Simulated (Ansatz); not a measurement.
Run this with Ansatz 0.2.0 through its Python package and show what comes out.

`ch6bfgesi.xyz`
```text
11

F    -1.89600   -0.56390    2.21150
Ge   -0.26440   -0.07740    1.97410
C     0.68050   -1.11900    0.78110
B     0.15900   -0.02710   -0.13920
Si   -0.19660    0.73010   -1.90700
H     0.22190    1.32580    2.47600
H     1.84030   -1.02280    0.90290
H     0.33490   -2.11860    0.62610
H    -1.07820    1.92330   -1.72620
H     1.09600    1.15430   -2.43040
H    -0.83200   -0.26180   -2.74830
```

The script, `disp_ch6bfgesi.py`:
```python
# -*- coding: utf-8 -*-
"""Size of D3 and D4 in CH6BFGeSi."""

from dataclasses import dataclass

import ansatz as az


@dataclass(frozen=True)
class Options:
    basis: str = "def2-SVP"


opts = Options()


def main():
    mol = az.Crystal.molecule_from_extxyz("ch6bfgesi.xyz")

    base = mol.calculation().basis(gaussian=opts.basis)
    for name in ["revpbe", "blyp"]:
        for correction in ("d3bj", "d4"):
            report = base.functional(name, dispersion=correction).run(threads=1, backend="cpu").report
            print(f"{name:8s} {correction:5s} total {report['free_energy_ev']:.5f} eV, of which dispersion {1000 * report['dispersion']['energy']['ev']:.2f} meV")


if __name__ == "__main__":
    main()
```

```console
$ python disp_ch6bfgesi.py
revpbe   d3bj  total -68901.37263 eV, of which dispersion -551.58 meV
revpbe   d4    total -68901.48471 eV, of which dispersion -663.65 meV
blyp     d3bj  total -68908.54699 eV, of which dispersion -514.43 meV
blyp     d4    total -68908.55043 eV, of which dispersion -517.87 meV
```

Reading the output:
- Total energies depend on the basis set; only differences at equal settings carry meaning.
- The geometry is a force-field or estimated start, not a minimum of this method, and the basis set is short of its limit. D4 holds the three-body term, and d3bj doesn't.
- Finished in 31 s on 1 thread of Arm Neoverse N1, with other jobs on the host, peak memory 0.22 GiB.
